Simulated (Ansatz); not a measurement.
# BBrCl2 (bromodichloroborane): CAM-B3LYP/cc-pVDZ

What is the vertical ionisation energy of BBrCl2 (bromodichloroborane) at CAM-B3LYP/cc-pVDZ? 

The calculation is run with Ansatz 0.2.0.

62 further runs of the same task are left out: 1 that didn't finish, 61 set aside as unsound or not needed.

## 1. The molecule

BBrCl2 has 4 atoms, charge 0, and is taken as a singlet. As SMILES, `ClB(Cl)Br`. Geometry: relaxed at PBE0-D4/def2-TZVP.

Bond lengths: Cl1–B2 1.735 Å, B2–Cl3 1.735 Å, B2–Br4 1.901 Å. Angles: Cl1–B2–Cl3 120.1°, Cl1–B2–Br4 119.9°, Cl3–B2–Br4 119.9°.

## 2. A single-point energy at CAM-B3LYP/cc-pVDZ

Input file run.yaml:

```yaml
crystal:
  periodic: [false, false, false]
  atoms:
    - {symbol: Cl, position_ang: [0.582100, 0.666000, 1.510800]}
    - {symbol: B, position_ang: [0.037200, -0.038100, 0.022100]}
    - {symbol: Cl, position_ang: [0.444300, -1.679200, -0.365600]}
    - {symbol: Br, position_ang: [-1.008100, 0.991100, -1.187600]}
basis:
  gaussian:
    orbitals: cc-pVDZ
accuracy: high
output: {orbitals: {seedname: orbitals}}
hamiltonian:
  xc: {name: CAM-B3LYP}
```

Started as:

```sh
$ ansatz run run.yaml --threads 1 --pin off --max-ram 3480MiB --events-out events.jsonl --progress --plain --runs-dir runs
```

Output:

```text
Warning: RAYON_NUM_THREADS=1 ignored (pool sized by the plan → 1); use --threads N
Functional definition: CAM-B3LYP
  name "CAM-B3LYP"
  parameter alpha = 0.19
  parameter beta = 0.46
  parameter omega = 0.33/bohr
  parameter ac = 0.81
  exchange = (1 - alpha - beta)*b88_x + beta*b88_x_sr(omega) + alpha*exact_x + beta*exact_x_lr(omega)
  correlation = (1 - ac)*vwn5_c + ac*lyp_c
1640 factors; integrals over basis functions are off by at most 4.6e-9 eV
346 factors; integrals over basis functions are off by at most 1.5e-9 eV
mean field evaluation 1: about -95773.5450 eV, gradient 1.3e1 eV
mean field evaluation 2: about -95773.6416 eV, gradient 1.3e1 eV
mean field evaluation 4: about -95774.0860 eV, gradient 5.2e-1 eV
mean field evaluation 8: about -95774.1807 eV, gradient 5.8e-3 eV
mean field evaluation 16: about -95774.1807 eV, gradient 8.7e-7 eV
mean field -95774.18070557 eV, -3519.6362228586 hartree, gradient 1.6e-8 eV, S^2 0.000000; 0 other end points of the search recorded, 0 dependent functions left out
reference -95774.18072254 eV, -3519.6362234820 hartree; 37, 37 occupied and 40, 40 virtual orbitals, 1640 factors
Total energy: -95774.18072254 eV, -3519.6362234820 hartree
```

Wall time 9.3 s (1 thread of Arm Neoverse V1, shared host); peak memory 0.31 GiB.

## 3. The doublet cation, same level

Input file molecule.yaml:

```yaml
basis:
  gaussian:
    orbitals: cc-pVDZ
crystal:
  periodic: [false, false, false]
  atoms:
    - {symbol: Cl, position_ang: [0.582100, 0.666000, 1.510800]}
    - {symbol: B, position_ang: [0.037200, -0.038100, 0.022100]}
    - {symbol: Cl, position_ang: [0.444300, -1.679200, -0.365600]}
    - {symbol: Br, position_ang: [-1.008100, 0.991100, -1.187600]}
total_charge: 1
magnetization:
  spin_polarized: true
  initial_magnetization: 1
hamiltonian:
  xc: {name: CAM-B3LYP}
accuracy: high
output:
  orbitals: {seedname: orbitals}
```

Started as:

```sh
$ ansatz run molecule.yaml --threads 1 --pin off --max-ram 3480MiB --events-out events.jsonl --progress --plain --runs-dir runs
```

Output (excerpt; [...] marks lines left out):

```text
Warning: RAYON_NUM_THREADS=1 ignored (pool sized by the plan → 1); use --threads N
[... 2 set-up lines as earlier in the session ...]
[...]
1640 factors; integrals over basis functions are off by at most 4.6e-9 eV
346 factors; integrals over basis functions are off by at most 1.5e-9 eV
[...]
mean field -95763.12394267 eV, -3519.2298943163 hartree, gradient 7.8e-8 eV, S^2 0.754213; 6 other end points of the search recorded, 0 dependent functions left out
reference -95763.12395935 eV, -3519.2298949293 hartree; 37, 36 occupied and 40, 41 virtual orbitals, 1640 factors
Total energy: -95763.12395935 eV, -3519.2298949293 hartree
```

It took 28 s on 1 thread of Arm Neoverse V1, shared host; peak memory 0.48 GiB.

## 4. What came out

Level: CAM-B3LYP/cc-pVDZ.

```
                                          quantity           value
                      singlet BBrCl2: total energy  -3519.63622 Eh
                       singlet BBrCl2: HOMO energy        -9.84 eV
                       singlet BBrCl2: LUMO energy        -0.43 eV
                     singlet BBrCl2: HOMO–LUMO gap         9.42 eV
                      doublet cation: total energy  -3519.22989 Eh
doublet cation: HOMO energy (highest over α and β)       -16.33 eV
 doublet cation: LUMO energy (lowest over α and β)       -12.26 eV
                              doublet cation: ⟨S²⟩           0.754
vertical ionisation energy (to the doublet cation)       11.057 eV
```

**Reading.** Removing an electron at fixed nuclei costs 11.06 eV (1067 kJ/mol). The negative HOMO energy of the first species, 9.84 eV, lies 1.21 eV below that difference.
